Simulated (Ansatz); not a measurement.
# FH5OSi2: the cost of one run

Program: Ansatz 0.2.0. Level of theory: RKS B3LYP-D4/STO-3G. These are calculated values, not measurements.

**1. Starting point**

Bond lengths: Si1–H2 1.460 Å, Si1–H3 1.460 Å, Si1–F4 1.589 Å, Si1–O5 1.679 Å, O5–Si6 1.680 Å, Si6–H7 1.460 Å, Si6–H8 1.460 Å, Si6–H9 1.460 Å. Angles: H2–Si1–H3 109.5°, H2–Si1–F4 109.5°, H2–Si1–O5 109.5°, H3–Si1–F4 109.5°, H3–Si1–O5 109.5°, F4–Si1–O5 109.5°, Si1–O5–Si6 125.0°, O5–Si6–H7 109.5°, O5–Si6–H8 109.5°, O5–Si6–H9 109.5°, H7–Si6–H8 109.4°, H7–Si6–H9 109.4°, H8–Si6–H9 109.4°.

Coordinates:

```xyz
9

Si    0.0000    0.0000    0.0000
H     0.0000    0.0000    1.4600
H     1.3768    0.0000   -0.4862
F    -0.7489    1.2974   -0.5295
O    -0.7913   -1.3709   -0.5594
Si   -1.6730   -2.4329    0.3983
H    -1.2634   -2.2870    1.7920
H    -3.0964   -2.1323    0.2761
H    -1.4264   -3.8036   -0.0398
```

**2. Relaxing the start**

Contents of input.yaml:

```yaml
crystal:
  periodic: [false, false, false]
  atoms:
    - { symbol: Si, position_ang: [0.0, 0.0, 0.0] }
    - { symbol: H, position_ang: [0.0, 0.0, 1.46] }
    - { symbol: H, position_ang: [1.3768, 0.0, -0.4862] }
    - { symbol: F, position_ang: [-0.7489, 1.2974, -0.5295] }
    - { symbol: O, position_ang: [-0.7913, -1.3709, -0.5594] }
    - { symbol: Si, position_ang: [-1.673, -2.4329, 0.3983] }
    - { symbol: H, position_ang: [-1.2634, -2.287, 1.792] }
    - { symbol: H, position_ang: [-3.0964, -2.1323, 0.2761] }
    - { symbol: H, position_ang: [-1.4264, -3.8036, -0.0398] }
basis:
  gaussian: { orbitals: STO-3G }
hamiltonian:
  xc: b3lyp
  dispersion: d4
relax:
  f_tol: 0.02
  max_steps: 40
```

Run with:

```sh
> ansatz run input.yaml --threads 1 --pin off --max-ram 2048MiB --backend cpu --events-out ev --progress --plain --runs-dir out
```

Q: Estimate wall time and peak memory on 1 thread of AMD EPYC 9R45 (Zen 5), shared host.

About 6.3 s, with a peak of 0.14 GiB.
